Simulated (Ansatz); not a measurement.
# MgS (Niningerite): the cost of one run

All numbers below are computed with Ansatz 0.2.0 (DFT, plane waves, PAW, no spin polarisation).

**1. The system as given**

The cell holds 16 atoms (Mg8S8): a = 7.358 Å, b = 7.358 Å, c = 7.358 Å, α = 60.00°, β = 60.00°, γ = 60.00°.

As a file:

```xyz
16
Lattice="0.0000 5.2030 5.2030 5.2030 0.0000 5.2030 5.2030 5.2030 0.0000" Properties=species:S:1:pos:R:3 pbc="T T T"
Mg    0.0000    0.0000    0.0000
S     2.6015    2.6015    2.6015
Mg    2.6015    2.6015    0.0000
S     5.2030    5.2030    2.6015
Mg    2.6015    0.0000    2.6015
S     5.2030    2.6015    5.2030
Mg    5.2030    2.6015    2.6015
S     7.8046    5.2030    5.2030
Mg    0.0000    2.6015    2.6015
S     2.6015    5.2030    5.2030
Mg    2.6015    5.2030    2.6015
S     5.2030    7.8046    5.2030
Mg    2.6015    2.6015    5.2030
S     5.2030    5.2030    7.8046
Mg    5.2030    5.2030    5.2030
S     7.8046    7.8046    7.8046
```

**2. Run 1: PBEsol**

input.yaml

```yaml
crystal:
  lattice:
    - [0.0, 5.2030354798, 5.2030354798]
    - [5.2030354798, 0.0, 5.2030354798]
    - [5.2030354798, 5.2030354798, 0.0]
  atoms:
    - { symbol: Mg, position: [0.0, 0.0, 0.0] }
    - { symbol: S, position: [0.25, 0.25, 0.25] }
    - { symbol: Mg, position: [0.0, 0.0, 0.5] }
    - { symbol: S, position: [0.25, 0.25, 0.75] }
    - { symbol: Mg, position: [0.0, 0.5, 0.0] }
    - { symbol: S, position: [0.25, 0.75, 0.25] }
    - { symbol: Mg, position: [0.0, 0.5, 0.5] }
    - { symbol: S, position: [0.25, 0.75, 0.75] }
    - { symbol: Mg, position: [0.5, 0.0, 0.0] }
    - { symbol: S, position: [0.75, 0.25, 0.25] }
    - { symbol: Mg, position: [0.5, 0.0, 0.5] }
    - { symbol: S, position: [0.75, 0.25, 0.75] }
    - { symbol: Mg, position: [0.5, 0.5, 0.0] }
    - { symbol: S, position: [0.75, 0.75, 0.25] }
    - { symbol: Mg, position: [0.5, 0.5, 0.5] }
    - { symbol: S, position: [0.75, 0.75, 0.75] }
kpoints:
  mp_grid: { grid: [2, 2, 2] }
hamiltonian:
  xc: pbesol
scf:
  occupations: { method: fermi_dirac, width: 0.112 }
md:
  ensemble: nvt_langevin
  temperature: 1300
  timestep: 1.5
  n_steps: 40
  initial_velocities: maxwell_boltzmann
  seed: 1931
```

Started as:

```bash
$ ansatz run input.yaml --threads 4 --pin off --max-ram 3686MiB --backend cpu --events-out ev --progress --plain --runs-dir out
```

What time and memory should one allow on 4 threads of Arm Neoverse N1, shared host?

About 2.4 min, with a peak of 0.95 GiB.
